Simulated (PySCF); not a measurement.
# C₃H₁₀BP: excited states, first hyperpolarisability

What do calculations give for the excited states, first hyperpolarisability of C₃H₁₀BP (`CCCBP`)?

Programs: PySCF 2.14.0, with routines of our own; each step states its level. All values are computed. Atoms count from 0.

### Step 1. The system as given

15 atoms, charge 0, multiplicity 1; geometry from: GFN2-xTB.

### Step 2. Excited states: TDA CAM-B3LYP/def2-SVPD

The job: settings as JSON, then the geometry in Å.

```
{"job": {"kind": "states", "xc": "CAM-B3LYP", "basis": "def2-SVPD", "tda": true, "soc": true, "nstates": 5, "ntriplets": 4, "nquad": 4}, "charge": 0, "multiplicity": 1}
C     -2.310719    -0.421768    -0.180965
C     -1.153689     0.369010     0.419045
C      0.206057    -0.169598    -0.038140
B      1.471873     0.535585     0.580615
P      3.093650     0.546588    -0.348135
H     -2.278212    -0.380884    -1.268097
H     -3.264862    -0.015476     0.147672
H     -2.260085    -1.465561     0.123841
H     -1.241581     1.416840     0.124609
H     -1.210859     0.327456     1.508647
H      0.257053    -1.230630     0.239907
H      0.239833    -0.163938    -1.133079
H      1.398198     1.142320     1.580903
H      3.968809     0.231300     0.671701
H      3.080120    -0.713254    -0.914542
```

Level: TDA CAM-B3LYP/def2-SVPD excited states, vertical, gas phase, spin-orbit mean-field couplings.

Launch:

```bash
OMP_NUM_THREADS=1 python excited_run.py task.json out
```

The driver reads the jobs from task.json and runs them one after another.

Output:

```text
coarse grid: 12168 points
cycle   1  E = -486.1390979888  dE =  3.060e-01  |g| = 2.866e-01  |ddm| = 4.919e+00
cycle   2  E = -486.1520178720  dE = -1.292e-02  |g| = 2.256e-01  |ddm| = 8.056e-01
cycle   3  E = -486.1654212650  dE = -1.340e-02  |g| = 2.912e-02  |ddm| = 3.096e-01
cycle   4  E = -486.1656833985  dE = -2.621e-04  |g| = 1.009e-02  |ddm| = 7.347e-02
cycle   5  E = -486.1657146144  dE = -3.122e-05  |g| = 2.000e-03  |ddm| = 2.327e-02
cycle   6  E = -486.1657160187  dE = -1.404e-06  |g| = 6.833e-04  |ddm| = 5.017e-03
final grid: 110480 points
cycle   7  E = -486.2336642926  dE = -2.867e-05  |g| = 3.325e-03  |ddm| = 6.208e-02
cycle   8  E = -486.2336649715  dE = -6.789e-07  |g| = 3.016e-03  |ddm| = 1.055e-02
cycle   9  E = -486.2336673069  dE = -2.335e-06  |g| = 1.400e-04  |ddm| = 3.802e-03
cycle  10  E = -486.2336673129  dE = -6.058e-09  |g| = 7.899e-05  |ddm| = 5.122e-04
cycle  11  E = -486.2336673146  dE = -1.696e-09  |g| = 1.561e-05  |ddm| = 1.629e-04
cycle  12  E = -486.2336673147  dE = -7.947e-11  |g| = 3.784e-06  |ddm| = 3.626e-05
converged SCF energy = -486.2336673147

Singlet excitations
state   eV       nm        f     d(h-e)  d(exc)  Lambda  PR(NTO)  |dmu|/D   mu/D   main configurations
  1   5.0832   243.9   0.09305   0.769   2.675   0.570   1.033    1.760    1.508   H->L 0.84
  2   6.0956   203.4   0.00213   0.707   2.512   0.498   1.009    2.857    3.547   H-2->L 0.49, H-1->L 0.41
  3   6.4934   190.9   0.09504   0.599   2.712   0.503   1.116    1.095    1.196   H-1->L 0.43, H-2->L 0.34, H->L 0.10
  4   6.7595   183.4   0.05891   0.685   3.346   0.374   1.036    2.222    1.733   H->L+1 0.77, H->L+4 0.12
  5   7.0270   176.4   0.05919   0.193   2.726   0.424   1.029                     H->L+4 0.46, H->L+3 0.25, H->L+2 0.19

Triplet excitations (Tamm-Dancoff)
state   eV     d(h-e)  d(exc)  Lambda  PR(NTO)   main configurations
  1   3.9690   1.011   2.605   0.583   1.008   H->L 0.95
  2   5.5051   0.689   2.435   0.495   1.011   H-1->L 0.47, H-2->L 0.40
  3   5.7258   0.369   2.515   0.490   1.047   H-1->L 0.42, H-2->L 0.40
  4   6.0151   0.152   2.466   0.453   1.011   H->L+4 0.59, H->L+3 0.14, H->L+1 0.14
S1 - T1 = 1.1142 eV

Spin-orbit couplings |<S|Hso|T>| (cm-1)
             T1       T2       T3       T4
S0        2.162    8.920   32.039   78.437
S1       11.399   14.873   58.124   12.509
S2       14.872    1.772   14.220    0.964
S3       61.464   10.618   12.905    3.341
S4        8.870    1.332    4.721   17.850
S5       17.919    0.788    3.842   20.798
T1 sublevels (cm-1): 0.000 0.006 0.079   radiative rates (1/s): 0.403 2.2 31.3
```

It took 46 s on 1 thread of Arm Neoverse N1, shared host; peak memory 0.66 GiB.

Key values:

```
  quantity    value
S1 less T1  1.11 eV
```

Orbitals, density, ELF and potential are computed afterwards from the orbital file.

Frontier orbitals at CAM-B3LYP/def2-SVPD, with the share of their density that lies nearest to each atom:

| orbital | energy (eV) | lies on |
| --- | --- | --- |
| HOMO | -8.59 | P4 59 %; B3 14 %; H13, H14 about 8 % each |
| LUMO | -0.20 | B3 50 %; H12 15 %; P4 12 % |

ELF in a plane through or near 8 of the atoms.

Ten even steps from ' ' (0.00) to '@' (1.00):
```
                                                        
                                                        
                    ..                                  
                  ++%%%%--                              
                --@@@@@@%%    ..--..                    
                --@@@@@@@@    ##%%**                    
        ..::..  ::@@@@@@%%  ::@@@@%%    ..--..          
      ::##@@##..::**####++..::%%%%##..::%%@@##          
      ++@@@@@@++**##++..##++**--::**==##@@@@@@..        
      **@@@@@@++##@@..==@@==%%**--@@++%%@@@@@@::        
      --%%@@%%::++%%++####**--**++%%**::%%@@##          
        --====++**==::::==--++::..==::--==--..          
          ..**@@@@**    --**++    --**++::              
          --@@@@@@@@    ..==--    ..==--..              
          --@@@@@@@@      ....      ....                
            ++%%%%==                                    
              ....                                      
                                                        
                                                        
                                                        
```
The map spans 13.2 Å across and 8.7 Å up, centred on the molecule. Atoms in the plane (x, y in Å): C0 (2.3, -0.3), C1 (1.1, 0.6), C2 (-0.2, -0.2), B3 (-1.5, 0.6), H6 (3.3, 0.3), H12 (-1.5, 1.8), H13 (-4.0, 0.3), H14 (-3.0, -1.5).

On the surface of density 0.002 e/bohr³ the electrostatic potential runs, from the 1st to the 99th percentile, from -0.70 V near P4 to 0.90 V near B3.

### Step 3. First hyperpolarisability: quadratic response wB97X-D/def2-SVPD

Settings changed since step 2:

```diff
@@ -1,2 +1,2 @@
-{"job": {"kind": "states", "xc": "CAM-B3LYP", "basis": "def2-SVPD", "tda": true, "soc": true, "nstates": 5, "ntriplets": 4, "nquad": 4}, "charge": 0, "multiplicity": 1}
+{"job": {"kind": "beta", "xc": "wB97X-D", "basis": "def2-SVPD", "wavelengths": [1064, 800]}, "charge": 0, "multiplicity": 1}
 C     -2.310719    -0.421768    -0.180965
```

Level: quadratic response wB97X-D/def2-SVPD first hyperpolarisability, Taylor convention, gas phase.

Output:

```text
coarse grid: 12168 points
cycle   1  E = -486.1965065096  dE =  3.397e-01  |g| = 2.542e-01  |ddm| = 4.622e+00
cycle   2  E = -486.2122719166  dE = -1.577e-02  |g| = 1.611e-01  |ddm| = 7.053e-01
cycle   3  E = -486.2190300215  dE = -6.758e-03  |g| = 2.836e-02  |ddm| = 2.585e-01
cycle   4  E = -486.2193220350  dE = -2.920e-04  |g| = 8.038e-03  |ddm| = 7.659e-02
cycle   5  E = -486.2193455581  dE = -2.352e-05  |g| = 1.940e-03  |ddm| = 2.078e-02
cycle   6  E = -486.2193475634  dE = -2.005e-06  |g| = 6.432e-04  |ddm| = 6.534e-03
final grid: 110480 points
cycle   7  E = -486.2798840039  dE = -9.901e-05  |g| = 2.857e-03  |ddm| = 1.336e-01
cycle   8  E = -486.2798871162  dE = -3.112e-06  |g| = 1.331e-03  |ddm| = 1.611e-02
cycle   9  E = -486.2798875892  dE = -4.730e-07  |g| = 4.988e-04  |ddm| = 3.635e-03
cycle  10  E = -486.2798876826  dE = -9.336e-08  |g| = 9.493e-05  |ddm| = 1.385e-03
cycle  11  E = -486.2798876870  dE = -4.447e-09  |g| = 3.093e-05  |ddm| = 3.071e-04
cycle  12  E = -486.2798876877  dE = -6.278e-10  |g| = 8.642e-06  |ddm| = 1.499e-04
converged SCF energy = -486.2798876877

Lowest singlets (eV, f): 5.0595 0.0825  6.1274 0.0017  6.4901 0.0770

First hyperpolarisability (au)
process     nm      |vector|   parallel      HRS      DR
static         -       69.70        9.0      36.56   2.928
shg       1064.0       90.69      -3.01      47.44   2.971
eope      1064.0       74.36       5.87          -       -
shg        800.0      129.64     -20.36      64.58   3.241
eope       800.0       79.32       2.94          -       -
```

Wall time 43 s (1 thread of Arm Neoverse N1, shared host); peak memory 0.64 GiB.

### Step 4. What came out

```
                                               quantity                                             value
           S1 less T1 (step 2, TDA CAM-B3LYP/def2-SVPD)                                           1.11 eV
                  surface potential, 1st and 99th percentile                                -0.70 V and 0.90 V
β vector (step 3, quadratic response wB97X-D/def2-SVPD)  static 70, SHG 1064.0 nm 91, SHG 800.0 nm 130 au
```

In words: In step 2, the number of triplets below S1 is 1, and the largest singlet-triplet spin-orbit coupling is S0–T4, 78.44 cm⁻¹. β grows from 70 au (static) to 130 au for doubling at 800.0 nm: normal dispersion, which grows as twice the photon energy moves toward the bright states.
